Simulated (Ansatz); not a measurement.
**C₂H₅BBr radical: a ladder of functionals and wavefunction methods**

The task here is to estimate one member of a computed series from the others.

Program: Ansatz 0.2.0, Gaussian basis. Level of theory: functionals in def2-TZVPP, the program's frozen cores in correlated methods. These are calculated values, not measurements.

Plan: LDA (SPW92), PBE-D4, revPBE-D4, BLYP-D4, r2SCAN-D4, B97M-V, PBE0-D4, B3LYP-D4, r2SCANh-D4, r2SCAN0-D4, HSE06-D4, BHLYP-D4, CAM-B3LYP-D4, LC-ωPBE, ωB97X-V, ωB97M-V, B2PLYP, PBE-QIDH; CCSD(T)/def2-SVP; CCSD(T)/def2-TZVPP; MP2/def2-QZVPP; extrapolation to the limit; RPA on PBE.

## The geometry

All runs share one geometry, relaxed beforehand with PBE0-D4 in a triple-zeta def2 set.

9 atoms, charge 0, spin multiplicity 2.

Atoms are counted from 1 here; the program's logs count them from 0.

Bond lengths: C1–C2 1.525 Å, C1–H5 1.092 Å, C1–H6 1.092 Å, C1–H7 1.092 Å, C2–B3 1.546 Å, C2–H8 1.100 Å, C2–H9 1.100 Å, B3–Br4 1.891 Å. Angles: C2–C1–H5 111.1°, C2–C1–H6 111.1°, C2–C1–H7 111.3°, H5–C1–H6 107.3°, H5–C1–H7 107.9°, H6–C1–H7 107.9°, C1–C2–B3 116.8°, C1–C2–H8 110.9°, C1–C2–H9 110.9°, B3–C2–H8 106.6°, B3–C2–H9 106.6°, H8–C2–H9 104.2°, C2–B3–Br4 125.6°.

The first run:

in.yaml reads:

```yaml
crystal:
  periodic: [false, false, false]
  atoms:
    - {symbol: C, position_ang: [-0.333839, 1.062340, 0.382313]}
    - {symbol: C, position_ang: [0.360558, -0.190243, -0.140330]}
    - {symbol: B, position_ang: [-0.508974, -1.460824, -0.282791]}
    - {symbol: Br, position_ang: [0.093429, -3.142471, -0.902318]}
    - {symbol: H, position_ang: [-1.157740, 1.356719, -0.270680]}
    - {symbol: H, position_ang: [-0.750922, 0.894645, 1.377196]}
    - {symbol: H, position_ang: [0.360256, 1.903290, 0.446781]}
    - {symbol: H, position_ang: [0.812355, -0.006618, -1.126841]}
    - {symbol: H, position_ang: [1.213276, -0.463037, 0.499571]}
basis:
  gaussian: {orbitals: def2-TZVPP}
magnetization: {spin_polarized: true, initial_magnetization: 1}
hamiltonian: {xc: lda}
output: {orbitals: {seedname: orbitals}}
```

Launch:

```bash
$ ansatz run in.yaml --threads 4 --pin off --events-out ev --progress --plain --max-ram 10444MiB
```

Among the steps run: LDA; PBE-D4 (GGA); revPBE-D4 (GGA); BLYP-D4 (GGA); r2SCAN-D4 (meta-GGA); B97M-V (meta-GGA); B3LYP-D4 (hybrid); r2SCANh-D4 (hybrid); r2SCAN0-D4 (hybrid); HSE06-D4 (hybrid); BHLYP-D4 (hybrid); CAM-B3LYP-D4 (range-separated); LC-ωPBE (range-separated); ωB97X-V (range-separated); ωB97M-V (range-separated); B2PLYP (double hybrid); PBE-QIDH (double hybrid).

One of the session's tables, all rows but one given; the rest of the session is left out.

It belongs to the step «Orbital energies across the functionals». 

| functional | HOMO (eV) | LUMO (eV) | gap (eV) |
| --- | --- | --- | --- |
| LDA (SPW92) | -4.43 | -2.94 | 1.50 |
| PBE-D4 | ? | ? | ? |
| revPBE-D4 | -4.43 | -2.50 | 1.92 |
| BLYP-D4 | -4.29 | -2.53 | 1.75 |
| r2SCAN-D4 | -4.84 | -2.37 | 2.47 |
| B97M-V | -4.52 | -2.52 | 2.00 |
| PBE0-D4 | -5.69 | -1.63 | 4.06 |
| B3LYP-D4 | -5.43 | -1.95 | 3.48 |
| r2SCANh-D4 | -5.29 | -2.02 | 3.27 |
| r2SCAN0-D4 | -5.98 | -1.50 | 4.47 |
| HSE06-D4 | -5.29 | -2.02 | 3.27 |
| BHLYP-D4 | -6.79 | -0.77 | 6.02 |
| CAM-B3LYP-D4 | -6.99 | -0.71 | 6.29 |
| LC-ωPBE | -8.43 | 0.65 | 9.09 |
| ωB97X-V | -7.90 | 0.17 | 8.08 |
| ωB97M-V | -7.55 | -0.07 | 7.48 |

Q: Estimate the row for PBE-D4 from the others.

**Answer.** HOMO (eV): -4.46; LUMO (eV): -2.59; gap (eV): 1.86. In the column «HOMO (eV)» it lies between B97M-V (-4.52) and LDA (SPW92) (-4.43).
